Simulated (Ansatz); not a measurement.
# SiGeH4 (triplet): from Hartree-Fock to the top rungs at distance Ge1–H5 along a hydrogen transfer = 1.910 Å, cc-pVDZ

How much of the correlation energy of SiGeH4 (triplet) does each wave-function method recover here?

Method: cc-pVDZ, core rule «outside noble gas», up to 19 orbitals frozen; program: Ansatz 0.2.0, Gaussian basis.

Plan: UHF; CCSD(T) on ROHF; CCSD(T) on UHF; BCCD(T) on ROHF; CISD; CCSDT(Q) on ROHF; CCSDT(Q) on UHF; CASSCF and MRCISD+Q, 4 electrons in 4 orbitals; CASSCF and NEVPT2, 4 electrons in 4 orbitals.

9 further runs of the same task are left out: 7 that didn't finish, 2 set aside as unsound or not needed.

## 1. The system

The geometry derives from fragments relaxed apart (PBE0/def2-TZVP) and kept rigid, so it is no stationary point. A hydrogen atom is moved between rigid fragments. No spin-orbit coupling is included. The filled d shell of Ge may be among the frozen orbitals whatever the setting's name suggests; the logs give the count.

6 atoms, charge 0, spin multiplicity 3.

Atoms are counted from 1 here; the program's logs count them from 0.

Bond lengths: Ge1–H2 1.534 Å, Ge1–H3 1.534 Å, Ge1–H4 1.534 Å, Ge1–H5 1.910 Å, H5–Si6 1.503 Å. Angles: H2–Ge1–H3 109.5°, H2–Ge1–H4 109.5°, H2–Ge1–H5 109.5°, H3–Ge1–H4 109.5°, H3–Ge1–H5 109.5°, H4–Ge1–H5 109.5°, Ge1–H5–Si6 180.0°.

## 2. UHF

File in.yaml:

```yaml
crystal:
  periodic: [false, false, false]
  atoms:
    - {symbol: Ge, position_ang: [-0.918642, 0.000000, 0.000000]}
    - {symbol: H, position_ang: [-1.430092, 1.446599, 0.000000]}
    - {symbol: H, position_ang: [-1.430092, -0.723300, 1.252792]}
    - {symbol: H, position_ang: [-1.430092, -0.723299, -1.252792]}
    - {symbol: H, position_ang: [0.991358, 0.000000, 0.000000]}
    - {symbol: Si, position_ang: [2.494358, 0.000000, 0.000000]}
basis:
  gaussian: {orbitals: cc-pVDZ}
magnetization: {spin_polarized: true, initial_magnetization: 2}
hamiltonian: {xc: hf}
output: {orbitals: {seedname: orbitals}}
```

Run with:

```bash
ansatz run in.yaml --threads 1 --pin off --events-out ev --progress --plain --max-ram 2393MiB
```

After this run come: CCSD(T) on ROHF; CCSD(T) on UHF; BCCD(T) on ROHF; CISD; CCSDT(Q) on ROHF; CCSDT(Q) on UHF; CASSCF and MRCISD+Q, 4 electrons in 4 orbitals; CASSCF and NEVPT2, 4 electrons in 4 orbitals.

Q: Predict the results of all the runs planned. Wanted: UCCSDT(Q) below the RHF energy; RMP2 from UCCSDT(Q); UMP2 from UCCSDT(Q); RCCSD from UCCSDT(Q); RCCSD(T) from UCCSDT(Q); UCCSD(T) from UCCSDT(Q); RCCSDT(Q) from UCCSDT(Q); NEVPT2 pair from UCCSDT(Q); MRCISD+Q pair from UCCSDT(Q).

**Answer**, as computed:

```
                         quantity                                     value
   UCCSDT(Q) below the RHF energy                                -6.3304 eV
              RMP2 from UCCSDT(Q)                               +1490.2 meV
              UMP2 from UCCSDT(Q)                               +1483.7 meV
             RCCSD from UCCSDT(Q)                                +219.6 meV
          RCCSD(T) from UCCSDT(Q)                                 +50.9 meV
          UCCSD(T) from UCCSDT(Q)                                 +49.9 meV
         RCCSDT(Q) from UCCSDT(Q)                                  +0.6 meV
       NEVPT2 pair from UCCSDT(Q)                               +1501.5 meV
     MRCISD+Q pair from UCCSDT(Q)                                 +38.3 meV
levels within 1 kcal/mol (43 meV)  RCCSDT, UCCSDT, RCCSDT(Q), MRCISD+Q pair
                    T1 diagnostic                                     0.026
```

What this shows: RCCSD(T) misses by +50.9 meV, 0.8 % of the correlation energy. Of the multireference levels listed MRCISD+Q pair comes nearest in total energy (+38.3 meV), which doesn't show that its space is the better one. These misses are within one basis, not against nature; the frozen cores of restricted and unrestricted runs differ, which can shift their rows.
